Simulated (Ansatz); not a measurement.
**C₂H₇AlSSi: small, medium and large basis sets**

The task here is to estimate one member of a computed series from the others.

Computed with Ansatz 0.2.0, Gaussian basis. Level: one geometry, several basis sets.

Plan: PBE0-D4/def2-SVP; ωB97M-V/def2-SVP; PBE0-D4/def2-QZVPP; ωB97M-V/def2-QZVPP; the functionals' def2-TZVPP values are taken from earlier runs.

**Structure used throughout**

An earlier PBE0-D4 in a triple-zeta def2 set relaxation fixed the geometry.

SMILES `C[SiH]1[CH2][Al]1[SH]`, 12 atoms, charge 0, spin multiplicity 1.

Atoms are counted from 1 here; the program's logs count them from 0.

Bond lengths: C1–Si2 1.873 Å, C1–H6 1.092 Å, C1–H7 1.094 Å, C1–H8 1.091 Å, Si2–C3 1.922 Å, Si2–Al4 2.323 Å, Si2–H9 1.492 Å, C3–Al4 1.949 Å, C3–H10 1.100 Å, C3–H11 1.089 Å, Al4–S5 2.178 Å, S5–H12 1.345 Å. Angles: Si2–C1–H6 110.7°, Si2–C1–H7 110.2°, Si2–C1–H8 111.0°, H6–C1–H7 108.3°, H6–C1–H8 108.2°, H7–C1–H8 108.5°, C1–Si2–C3 119.7°, C1–Si2–Al4 134.4°, C1–Si2–H9 110.5°, C3–Si2–Al4 53.7°, C3–Si2–H9 110.3°, Al4–Si2–H9 113.4°, Si2–C3–Al4 73.8°, Si2–C3–H10 110.2°, Si2–C3–H11 120.3°, Al4–C3–H10 106.5°, Al4–C3–H11 132.2°, H10–C3–H11 109.1° and more.

The first run:

The input, in.yaml:

```yaml
crystal:
  periodic: [false, false, false]
  atoms:
    - {symbol: C, position_ang: [-1.226887, -1.587634, 0.884288]}
    - {symbol: Si, position_ang: [0.151733, -0.329761, 0.725411]}
    - {symbol: C, position_ang: [1.143526, -0.206382, -0.916038]}
    - {symbol: Al, position_ang: [0.467535, 1.585153, -0.551912]}
    - {symbol: S, position_ang: [0.575159, 3.566464, -1.450312]}
    - {symbol: H, position_ang: [-1.812143, -1.406573, 1.788793]}
    - {symbol: H, position_ang: [-0.811152, -2.597722, 0.940950]}
    - {symbol: H, position_ang: [-1.900861, -1.538433, 0.027244]}
    - {symbol: H, position_ang: [1.082942, -0.426449, 1.887106]}
    - {symbol: H, position_ang: [0.546490, -0.602412, -1.750883]}
    - {symbol: H, position_ang: [2.153728, -0.608606, -0.979183]}
    - {symbol: H, position_ang: [-0.293070, 4.097155, -0.571465]}
basis:
  gaussian: {orbitals: def2-SVP}
hamiltonian: {xc: pbe0, dispersion: d4}
output: {orbitals: {seedname: orbitals}}
```

Steps of the session up to this table: PBE0-D4 in def2-SVP; ωB97M-V in def2-SVP; PBE0-D4 in def2-QZVPP; ωB97M-V in def2-QZVPP.

One table of the session follows, with a row left open; its other results are not shown here.

It belongs to the step «Functionals by basis». 

```
functional       basis  HOMO (eV)
   PBE0-D4    def2-SVP      -5.90
   PBE0-D4  def2-TZVPP      -5.91
   PBE0-D4  def2-QZVPP      -5.93
   ωB97M-V    def2-SVP          ?
   ωB97M-V  def2-TZVPP      -7.85
   ωB97M-V  def2-QZVPP      -7.87
```

Q: Estimate the row for ωB97M-V, def2-SVP from the others.

The run gave: HOMO (eV): -7.82. In the column «HOMO (eV)» it lies between ωB97M-V, def2-TZVPP (-7.85) and PBE0-D4, def2-QZVPP (-5.93).
